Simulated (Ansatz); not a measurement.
# CH₈AlNSi: one species, many methods

Aim: compute CH₈AlNSi with functionals from several rungs and with coupled cluster, and see how far each lands from CCSD(T) at the basis-set limit for the atomisation energy.

Computed with Ansatz 0.2.0, Gaussian basis. Level: functionals in def2-TZVPP, the program's frozen cores in correlated methods.

Levels to be run: PBE-D4, r2SCAN-D4, PBE0-D4, B3LYP-D4, ωB97X-V, ωB97M-V, B2PLYP; CCSD(T)/def2-TZVPP; MP2/def2-QZVPP; extrapolation to the limit.

### 1 The relaxed structure

The geometry comes from an earlier relaxation with PBE0-D4 in a triple-zeta def2 set; it is a stationary point, not always the lowest conformer.

12 atoms, charge 0, spin multiplicity 1.

Atoms are counted from 1 here; the program's logs count them from 0.

Bond lengths: N1–C2 1.520 Å, N1–Al3 2.002 Å, N1–H5 1.010 Å, N1–H6 1.010 Å, C2–Al3 1.954 Å, C2–H7 1.087 Å, C2–H8 1.087 Å, Al3–Si4 2.449 Å, Al3–H9 1.590 Å, Si4–H10 1.497 Å, Si4–H11 1.493 Å, Si4–H12 1.493 Å. Angles: C2–N1–Al3 65.8°, C2–N1–H5 114.0°, C2–N1–H6 113.9°, Al3–N1–H5 123.5°, Al3–N1–H6 122.4°, H5–N1–H6 109.2°, N1–C2–Al3 69.1°, N1–C2–H7 110.6°, N1–C2–H8 110.7°, Al3–C2–H7 122.8°, Al3–C2–H8 123.2°, H7–C2–H8 110.5°, N1–Al3–C2 45.2°, N1–Al3–Si4 109.4°, N1–Al3–H9 110.2°, C2–Al3–Si4 116.6°, C2–Al3–H9 117.9°, Si4–Al3–H9 125.4° and more.

### 2 PBE-D4 (GGA)

File in.yaml:

```yaml
crystal:
  periodic: [false, false, false]
  atoms:
    - {symbol: N, position_ang: [-1.346443, 0.784779, 0.060859]}
    - {symbol: C, position_ang: [-0.238291, 1.396948, 0.902402]}
    - {symbol: Al, position_ang: [-0.052231, -0.546336, 0.809052]}
    - {symbol: Si, position_ang: [1.345299, -1.427580, -0.998133]}
    - {symbol: H, position_ang: [-1.342228, 1.084104, -0.904060]}
    - {symbol: H, position_ang: [-2.271581, 0.915952, 0.445282]}
    - {symbol: H, position_ang: [-0.652128, 1.907933, 1.767868]}
    - {symbol: H, position_ang: [0.361321, 2.080898, 0.307922]}
    - {symbol: H, position_ang: [-0.751073, -1.416809, 1.940739]}
    - {symbol: H, position_ang: [1.438281, -0.439014, -2.118739]}
    - {symbol: H, position_ang: [0.835637, -2.693467, -1.604813]}
    - {symbol: H, position_ang: [2.750537, -1.702507, -0.574381]}
basis:
  gaussian: {orbitals: def2-TZVPP}
hamiltonian: {xc: pbe, dispersion: d4}
output: {forces: true, orbitals: {seedname: orbitals}}
```

The run is started by

```console
$ ansatz run in.yaml --threads 4 --pin off --events-out ev --progress --plain --max-ram 10444MiB
```

The runs that follow: r2SCAN-D4 (meta-GGA); PBE0-D4 (hybrid); B3LYP-D4 (hybrid); ωB97X-V (range-separated); ωB97M-V (range-separated); B2PLYP (double hybrid); CCSD(T) in def2-TZVPP; MP2 in def2-QZVPP.

Q: Predict the results of all the runs planned. Wanted: atomisation energy, CCSD(T)/CBS; farthest; mean size of error, hybrid; mean size of error, range-separated; gap, smallest and largest; T1 diagnostic; triples share of the correlation energy.

The runs gave:

| quantity | value |
| --- | --- |
| atomisation energy, CCSD(T)/CBS | 3781.2 kJ/mol |
| functionals within 18.9 kJ/mol (0.5 %) | PBE-D4, r2SCAN-D4, B3LYP-D4, ωB97M-V |
| farthest | B2PLYP (-54.0 kJ/mol) |
| mean size of error, hybrid | 11.5 kJ/mol |
| mean size of error, range-separated | 16.0 kJ/mol |
| gap, smallest and largest | 4.52 eV (PBE-D4), 10.63 eV (ωB97X-V) |
| T1 diagnostic | 0.0115 |
| triples share of the correlation energy | 3.6 % |

**Reading.** PBE-D4 is off by +14.9 kJ/mol. Double hybrids carry the basis error of their MP2 part in triple zeta, and no dispersion term here, so their miss is partly the set-up's. Misses under about 18.9 kJ/mol are within the doubt on the reference itself, which lacks core-valence correlation, relativity and higher excitations. Hartree-Fock recovers 73 % of the binding; the rest is correlation. The gap grows from 4.5 to 10.6 eV across the functionals, mostly with the share of exact exchange.
